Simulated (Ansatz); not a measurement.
# CHGeSi+ (triplet): from Hartree-Fock to the top rungs, cc-pVDZ

The task here is to estimate one member of a computed series from the others.

Method: cc-pVDZ, core rule «outside noble gas», up to 20 orbitals frozen; program: Ansatz 0.2.0, Gaussian basis.

To be run: UHF; CCSD(T) on ROHF; CCSD(T) on UHF; BCCD(T) on ROHF; CISD; CCSDT(Q) on ROHF; CCSDT(Q) on UHF; CASSCF and NEVPT2, 10 electrons in 10 orbitals.

19 further runs of the same task are left out: 6 that didn't finish, 13 set aside as unsound or not needed.

**The geometry**

The geometry is a PBE0/def2-TZVP stationary point (not a proven minimum) of the parent state, kept for this charge and spin. No spin-orbit coupling is included. The filled d shell of Ge may be among the frozen orbitals whatever the setting's name suggests; the logs give the count.

4 atoms, charge 1, spin multiplicity 3.

Atoms are counted from 1 here; the program's logs count them from 0.

Bond lengths: C1–Ge2 1.911 Å, C1–Si3 1.736 Å, C1–H4 1.085 Å, Ge2–Si3 2.504 Å. Angles: Ge2–C1–Si3 86.6°, Ge2–C1–H4 126.4°, Si3–C1–H4 147.0°, C1–Ge2–Si3 43.8°, C1–Si3–Ge2 49.6°.

The first run:

in.yaml reads:

```yaml
crystal:
  periodic: [false, false, false]
  atoms:
    - {symbol: C, position_ang: [0.000000, -1.092218, -0.723226]}
    - {symbol: Ge, position_ang: [0.000000, 0.078716, 0.787626]}
    - {symbol: Si, position_ang: [0.000000, 0.341606, -1.702775]}
    - {symbol: H, position_ang: [0.000000, -2.176529, -0.697892]}
basis:
  gaussian: {orbitals: cc-pVDZ}
total_charge: 1
magnetization: {spin_polarized: true, initial_magnetization: 2}
hamiltonian: {xc: hf}
output: {orbitals: {seedname: orbitals}}
```

Command:

```sh
ansatz run in.yaml --threads 1 --pin off --events-out ev --progress --plain --max-ram 2393MiB
```

Steps of the session up to this table: UHF; CCSD(T) on ROHF; CCSD(T) on UHF; BCCD(T) on ROHF; CISD; CCSDT(Q) on ROHF; CCSDT(Q) on UHF; CASSCF and NEVPT2, 10 electrons in 10 orbitals.

One table of the session follows, with a row left open; its other results are not shown here.

```
         method  from RCCSDT(Q) (meV)
           ROHF               +8611.3
            UHF               +8355.9
           RMP2               +1322.0
           UMP2               +1435.8
          RCCSD                +563.4
          UCCSD                +551.0
       RCCSD(T)                 +92.0
       UCCSD(T)                 +92.1
        BCCD(T)                     ?
         RCCSDT                 +50.2
         UCCSDT                 +44.5
      RCCSDT(Q)                     0
      UCCSDT(Q)                  -8.0
CASSCF frontier               +5761.5
NEVPT2 frontier               +1194.9
```

**Question.** Estimate the row for BCCD(T).

As computed: from RCCSDT(Q) (meV): +84.4. In the column «from RCCSDT(Q) (meV)» it lies between RCCSDT (+50.2) and RCCSD(T) (+92.0).

Not comparable, so not listed: CISD (they don't share determinant, frozen orbitals or solution with the rows shown, or repeat one).

Caveats from the session: Warnings: spin contamination; coupled cluster took another determinant than the lowest. Restricted and unrestricted rows rest on different reference determinants; where their highest levels disagree by more than a few hundredths of an eV, they describe different states and don't form one ladder.
